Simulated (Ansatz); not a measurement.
The system is NaLaMnMoO6.

```
Na La Mn Mo O
1.0
     5.43212   -0.01130   -0.00034
     2.44365    4.93484   -0.01855
     0.10940    2.68471    5.04562
Na La Mn Mo O
1 1 1 1 6
Direct
  0.69740 0.05972 0.73638
  0.41072 0.51412 0.00994
  0.92147 0.57866 0.41655
  0.21633 0.97870 0.33337
  0.56869 0.61375 0.56391
  0.40995 0.05114 0.05764
  0.31236 0.21070 0.45135
  0.04288 0.86047 0.12140
  0.05836 0.76646 0.60633
  0.86183 0.36628 0.20313
```

The cell was built by a generator and needn't be a form met in nature.

- Program: Ansatz 0.2.0
- Task: relaxation of cell and atoms
- Functional: PBE
- Dispersion: D3(BJ)-ATM
- Potentials or basis: Ansatz PAW
- Cutoff: 420 eV (not typed: the program's choice for these potentials)
- k mesh: 4 × 5 × 4
- Occupations: fermi-dirac, width 0.05 eV
- Spin: collinear spin, ferromagnetic start
- Starting moments: [0.0, 0.0, 4.0, 1.0, 0.0, 0.0, 0.0, 0.0, 0.0, 0.0] μB

At the start: volume 13.57 Å³/atom.

**Question.** How do energy, volume and symmetry change on relaxing?

**Answer.** It ends after 23 steps and the volume is 13.19 Å³/atom (-2.8 %); space group P1 (No. 1, to 0.05 Å); moment 5.00 μB per cell.

The path:
```csv
step,energy change (eV),largest force (eV/Å),volume (Å³)
1,0.0000,0.0241,135.66
2,-0.0240,0.2260,132.50
3,-0.0294,0.1003,132.84
4,-0.0330,0.0669,132.60
5,-0.0359,0.0472,132.12
6,-0.0366,0.0379,132.05
7,-0.0371,0.0274,131.99
8,-0.0381,0.0338,131.89
9,-0.0386,0.1480,131.79
10,-0.0406,0.0894,132.07
11,-0.0408,0.0510,132.24
12,-0.0422,0.0572,132.02
13,-0.0430,0.0295,131.92
14,-0.0428,0.0104,132.03
15,-0.0429,0.0067,131.99
16,-0.0344,0.0070,131.99
17,-0.0353,0.0262,131.80
18,-0.0351,0.0220,131.88
19,-0.0350,0.0208,131.90
20,-0.0352,0.0090,131.87
21,-0.0350,0.0090,131.87
22,-0.0350,0.0056,131.87
23,-0.0350,0.0055,131.87
```

Final structure:
```
Na La Mn Mo O
1.0
     5.39836   -0.10968   -0.04021
     2.33890    4.78255   -0.10441
     0.02279    2.55451    5.01138
Na La Mn Mo O
1 1 1 1 6
Direct
  0.70263 0.05936 0.72808
  0.41108 0.51844 0.00615
  0.91246 0.58688 0.40879
  0.22359 0.97315 0.33789
  0.57270 0.62050 0.56914
  0.42261 0.03026 0.06168
  0.30909 0.23203 0.44121
  0.03371 0.86847 0.11464
  0.05889 0.74963 0.60601
  0.85322 0.36128 0.22642
```

Caveat: the plane-wave basis is chosen anew once the cell has moved, so the energies of steps on either side of that aren't comparable; the pressure holds a Pulay correction of +0.6 GPa for the finite cutoff; a cell with one magnetic atom can't hold antiferromagnetic order, which such compounds often take.
